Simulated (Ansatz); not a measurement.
Born–Oppenheimer molecular dynamics of a periodic cell of 16 atoms, Nb (start crystal Nb, start structure bcc, volume 1.1 times the crystal's). It starts from a structure without forces on its atoms.

These are results of Ansatz, DFT PBEsol, scalar-relativistic, plane waves, PAW, not measurements. Settings: accuracy low, cutoff 420 eV, k mesh 2x2x2, fermi-dirac smearing 0.17 eV, no spin polarisation.

| Property | Result |
| --- | --- |
| ensemble | NVT, Langevin thermostat |
| time step | 3 fs |
| steps asked | 100 |
| set temperature | 2000 K |
| friction | 0.02 /fs |
| seed | 777780 |

Frames 6 fs apart, positions in Å.

Velocities at 180.0 fs (Å/ps):

```
Nb 8.33 5.04 -7.37
Nb -0.87 1.17 -0.03
Nb 5.36 1.86 -3.64
Nb 2.65 -2.21 -2.30
Nb -4.18 4.36 -0.23
Nb -1.03 -4.42 -1.98
Nb -4.81 0.90 1.77
Nb 3.49 -3.83 -0.91
Nb -5.48 -1.16 2.73
Nb -9.19 2.33 4.45
Nb -2.73 0.64 -5.01
Nb -0.84 0.17 -4.04
Nb 6.27 -3.45 4.25
Nb -4.95 -4.76 -5.41
Nb 1.12 -0.96 0.53
Nb 0.08 5.94 -1.28
```

```xyz
16
Lattice="6.8130 0.0000 0.0000 0.0000 6.8130 0.0000 0.0000 0.0000 6.8130" Properties=species:S:1:pos:R:3 time_fs=180.0 energy_less_start_eV=4.981 T=1660
Nb 0.222 0.578 -0.160
Nb 3.773 0.185 -0.183
Nb 0.131 3.890 -0.052
Nb -0.135 0.549 3.206
Nb 1.677 1.966 1.804
Nb 3.651 3.584 0.439
Nb 3.147 0.055 3.374
Nb 5.182 1.960 1.387
Nb -0.394 3.675 3.415
Nb 1.859 5.236 1.952
Nb 1.749 1.927 5.137
Nb 3.301 3.679 3.068
Nb 5.109 5.572 1.473
Nb 5.116 2.345 4.832
Nb 1.698 5.413 5.133
Nb 5.116 5.373 5.106
16
Lattice="6.8130 0.0000 0.0000 0.0000 6.8130 0.0000 0.0000 0.0000 6.8130" Properties=species:S:1:pos:R:3 time_fs=186.0 energy_less_start_eV=4.866 T=1630
Nb 0.270 0.603 -0.192
Nb 3.761 0.196 -0.179
Nb 0.161 3.899 -0.083
Nb -0.135 0.542 3.196
Nb 1.666 1.990 1.808
Nb 3.656 3.557 0.411
Nb 3.116 0.068 3.379
Nb 5.211 1.954 1.385
Nb -0.420 3.670 3.427
Nb 1.800 5.248 1.978
Nb 1.738 1.935 5.107
Nb 3.290 3.675 3.057
Nb 5.140 5.554 1.502
Nb 5.090 2.303 4.809
Nb 1.693 5.407 5.127
Nb 5.117 5.408 5.090
16
Lattice="6.8130 0.0000 0.0000 0.0000 6.8130 0.0000 0.0000 0.0000 6.8130" Properties=species:S:1:pos:R:3 time_fs=192.0 energy_less_start_eV=4.745 T=1318
Nb 0.302 0.619 -0.227
Nb 3.750 0.203 -0.178
Nb 0.185 3.904 -0.117
Nb -0.147 0.540 3.195
Nb 1.656 2.012 1.814
Nb 3.659 3.540 0.373
Nb 3.085 0.088 3.372
Nb 5.235 1.966 1.379
Nb -0.441 3.679 3.429
Nb 1.742 5.253 1.994
Nb 1.755 1.956 5.073
Nb 3.272 3.672 3.050
Nb 5.160 5.539 1.524
Nb 5.065 2.268 4.799
Nb 1.688 5.396 5.119
Nb 5.127 5.449 5.062
16
Lattice="6.8130 0.0000 0.0000 0.0000 6.8130 0.0000 0.0000 0.0000 6.8130" Properties=species:S:1:pos:R:3 time_fs=198.0 energy_less_start_eV=4.558 T=1738
Nb 0.317 0.635 -0.244
Nb 3.732 0.209 -0.182
Nb 0.193 3.904 -0.131
Nb -0.146 0.532 3.205
Nb 1.648 2.026 1.831
Nb 3.657 3.523 0.334
Nb 3.050 0.118 3.375
Nb 5.255 1.987 1.372
Nb -0.450 3.682 3.413
Nb 1.681 5.252 1.993
Nb 1.776 1.995 5.045
Nb 3.245 3.668 3.045
Nb 5.172 5.529 1.553
Nb 5.027 2.231 4.800
Nb 1.699 5.383 5.109
Nb 5.138 5.499 5.038
16
Lattice="6.8130 0.0000 0.0000 0.0000 6.8130 0.0000 0.0000 0.0000 6.8130" Properties=species:S:1:pos:R:3 time_fs=204.0 energy_less_start_eV=4.333 T=1990
Nb 0.311 0.651 -0.249
Nb 3.702 0.218 -0.174
Nb 0.200 3.901 -0.134
Nb -0.139 0.528 3.227
Nb 1.639 2.021 1.846
Nb 3.660 3.505 0.292
Nb 3.010 0.153 3.388
Nb 5.275 2.005 1.373
Nb -0.447 3.706 3.397
Nb 1.611 5.250 1.990
Nb 1.797 2.053 5.025
Nb 3.221 3.662 3.051
Nb 5.185 5.499 1.576
Nb 4.983 2.194 4.805
Nb 1.719 5.370 5.104
Nb 5.137 5.556 5.009
16
Lattice="6.8130 0.0000 0.0000 0.0000 6.8130 0.0000 0.0000 0.0000 6.8130" Properties=species:S:1:pos:R:3 time_fs=210.0 energy_less_start_eV=4.174 T=2317
Nb 0.298 0.656 -0.252
Nb 3.667 0.225 -0.168
Nb 0.204 3.908 -0.135
Nb -0.124 0.513 3.255
Nb 1.621 2.001 1.860
Nb 3.663 3.491 0.247
Nb 2.970 0.199 3.389
Nb 5.282 2.014 1.381
Nb -0.444 3.741 3.381
Nb 1.531 5.259 1.987
Nb 1.817 2.115 5.009
Nb 3.189 3.656 3.072
Nb 5.193 5.472 1.587
Nb 4.939 2.145 4.814
Nb 1.739 5.355 5.088
Nb 5.127 5.606 4.995
16
Lattice="6.8130 0.0000 0.0000 0.0000 6.8130 0.0000 0.0000 0.0000 6.8130" Properties=species:S:1:pos:R:3 time_fs=216.0 energy_less_start_eV=4.149 T=2060
Nb 0.299 0.664 -0.260
Nb 3.632 0.237 -0.167
Nb 0.196 3.903 -0.128
Nb -0.111 0.483 3.284
Nb 1.584 1.983 1.872
Nb 3.652 3.472 0.202
Nb 2.930 0.247 3.374
Nb 5.286 2.008 1.384
Nb -0.435 3.778 3.360
Nb 1.454 5.284 1.975
Nb 1.839 2.175 5.001
Nb 3.153 3.650 3.102
Nb 5.194 5.441 1.599
Nb 4.911 2.085 4.832
Nb 1.751 5.363 5.074
Nb 5.129 5.640 4.981
16
Lattice="6.8130 0.0000 0.0000 0.0000 6.8130 0.0000 0.0000 0.0000 6.8130" Properties=species:S:1:pos:R:3 time_fs=222.0 energy_less_start_eV=4.247 T=2040
Nb 0.291 0.675 -0.266
Nb 3.608 0.259 -0.165
Nb 0.176 3.893 -0.114
Nb -0.111 0.453 3.324
Nb 1.553 1.969 1.868
Nb 3.649 3.443 0.152
Nb 2.902 0.284 3.369
Nb 5.279 2.003 1.388
Nb -0.402 3.810 3.332
Nb 1.395 5.312 1.970
Nb 1.863 2.234 4.982
Nb 3.111 3.640 3.133
Nb 5.198 5.422 1.615
Nb 4.889 2.029 4.867
Nb 1.759 5.380 5.078
Nb 5.127 5.668 4.976
16
Lattice="6.8130 0.0000 0.0000 0.0000 6.8130 0.0000 0.0000 0.0000 6.8130" Properties=species:S:1:pos:R:3 time_fs=228.0 energy_less_start_eV=4.416 T=1846
Nb 0.287 0.679 -0.284
Nb 3.598 0.282 -0.149
Nb 0.139 3.881 -0.090
Nb -0.112 0.432 3.381
Nb 1.526 1.962 1.861
Nb 3.639 3.422 0.136
Nb 2.890 0.311 3.353
Nb 5.265 1.996 1.399
Nb -0.364 3.844 3.298
Nb 1.353 5.335 1.976
Nb 1.879 2.275 4.969
Nb 3.081 3.653 3.171
Nb 5.206 5.396 1.625
Nb 4.875 1.992 4.902
Nb 1.749 5.413 5.072
Nb 5.116 5.705 4.980
16
Lattice="6.8130 0.0000 0.0000 0.0000 6.8130 0.0000 0.0000 0.0000 6.8130" Properties=species:S:1:pos:R:3 time_fs=234.0 energy_less_start_eV=4.509 T=2384
Nb 0.279 0.677 -0.316
Nb 3.577 0.309 -0.129
Nb 0.097 3.854 -0.069
Nb -0.123 0.408 3.447
Nb 1.504 1.949 1.851
Nb 3.613 3.409 0.133
Nb 2.903 0.337 3.333
Nb 5.235 1.984 1.402
Nb -0.325 3.883 3.278
Nb 1.321 5.345 1.957
Nb 1.897 2.291 4.963
Nb 3.066 3.679 3.236
Nb 5.208 5.361 1.641
Nb 4.858 1.976 4.937
Nb 1.727 5.447 5.066
Nb 5.097 5.735 4.974
16
Lattice="6.8130 0.0000 0.0000 0.0000 6.8130 0.0000 0.0000 0.0000 6.8130" Properties=species:S:1:pos:R:3 time_fs=240.0 energy_less_start_eV=4.755 T=2022
Nb 0.278 0.682 -0.355
Nb 3.536 0.351 -0.110
Nb 0.046 3.841 -0.049
Nb -0.137 0.410 3.489
Nb 1.502 1.935 1.846
Nb 3.581 3.398 0.118
Nb 2.917 0.360 3.296
Nb 5.204 1.973 1.411
Nb -0.286 3.930 3.265
Nb 1.299 5.348 1.938
Nb 1.927 2.280 4.951
Nb 3.062 3.705 3.312
Nb 5.216 5.326 1.650
Nb 4.831 1.974 4.955
Nb 1.700 5.459 5.071
Nb 5.075 5.763 4.974
16
Lattice="6.8130 0.0000 0.0000 0.0000 6.8130 0.0000 0.0000 0.0000 6.8130" Properties=species:S:1:pos:R:3 time_fs=246.0 energy_less_start_eV=5.185 T=1489
Nb 0.274 0.702 -0.381
Nb 3.507 0.400 -0.092
Nb 0.011 3.834 -0.042
Nb -0.147 0.410 3.522
Nb 1.502 1.917 1.855
Nb 3.540 3.397 0.109
Nb 2.935 0.385 3.247
Nb 5.182 1.955 1.425
Nb -0.254 3.981 3.259
Nb 1.290 5.328 1.926
Nb 1.950 2.263 4.939
Nb 3.053 3.728 3.373
Nb 5.225 5.300 1.655
Nb 4.803 1.977 4.966
Nb 1.673 5.453 5.069
Nb 5.067 5.790 4.989
```

Of the whole run (300 fs, mean temperature of the second half 2081 K): A run of 0.3 ps of so small a system gives no equilibrium averages. Limits of this set-up: coarse k mesh, low accuracy level.

Run time: 12 min on 2 threads of Arm Neoverse V2, on a shared host, peak memory 0.96 GiB.
